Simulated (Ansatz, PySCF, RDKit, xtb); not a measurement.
# Solving BGeF, step by step

Given the formula BGeF and nothing else, which arrangement of the atoms is the most stable in the gas at 298.15 K, and what are its properties?

The funnel: GFN2-xTB relaxations, single points with a density functional, relaxations at B3LYP-D3(BJ)/def2-SVP, harmonic vibrations, and a last energy at a higher level. All values are calculated.

6 further runs of the same task are left out: 6 set aside as unsound or not needed.

## (1) Candidates

A program enumerates the bonding patterns with one Lewis structure each (two rings at most, one unusual centre or charged pair), with their diastereomers. O–O, O–halogen and N–halogen bonds and N–N–N chains are not drawn. That gives 3 candidates.

| label | SMILES | spin |
| --- | --- | --- |
| c613 | F[B]=[Ge] | triplet |
| c719 | F[B]=[Ge] | singlet |
| c730 | [B]#[Ge][F] | singlet |

Candidates are built by distance geometry, with a force field where one applies, in up to four conformers (letters a to d). 2 starts with atoms placed at random are added, to find patterns that the rules miss.

**Question.** With final energies at CCSD(T)/def2-TZVPP, which structure will this search put lowest in free energy, and by what margin?

| quantity | value |
| --- | --- |
| lowest structure found | F[B]=[Ge], triplet, C∞v |
| next finalist | F[B]=[Ge], singlet, 16.6 kcal/mol higher in G |
| share at equilibrium, among the finalists | 100.0 % |
| harmonic wavenumbers, lowest and highest (B3LYP-D3(BJ)/def2-SVP) | 243 and 1453 cm⁻¹ |
| rotational constants, same geometry | 0.09476 cm⁻¹ |
| dipole moment (PBE0/def2-TZVPD) | 0.51 D |
| HOMO energy (highest over α and β) (PBE0/def2-TZVPD) | -6.08 eV |
| LUMO energy (lowest over α and β) (PBE0/def2-TZVPD) | -2.89 eV |
| lowest excitation (TD-B3LYP/def2-SVPD) | 2.85 eV (f = 0.002) |
| vertical ionisation energy (to the doublet cation) | 8.33 eV |
| vertical electron affinity | 1.04 eV |
| vertical singlet less triplet | +0.93 eV |

The lowest structure found is `F[B]=[Ge]`. Among the finalists first place is clear (16.6 kcal/mol); structures outside the list aren't covered. r2SCAN-D4/def2-SVP, B3LYP-D3(BJ)/def2-SVP, HF/def2-TZVPP and MP2/def2-TZVPP already put its bonding pattern lowest among the structures in one piece. The closed-shell singlet of the same pattern is poorly described by one determinant, so the gap to it is too large. The stability test raises a flag; for an open shell a flag towards a general spinor solution can be the free rotation of the spin. The search is not exhaustive (a finite list of starts, one conformer a finalist), so a lower isomer can't be ruled out.
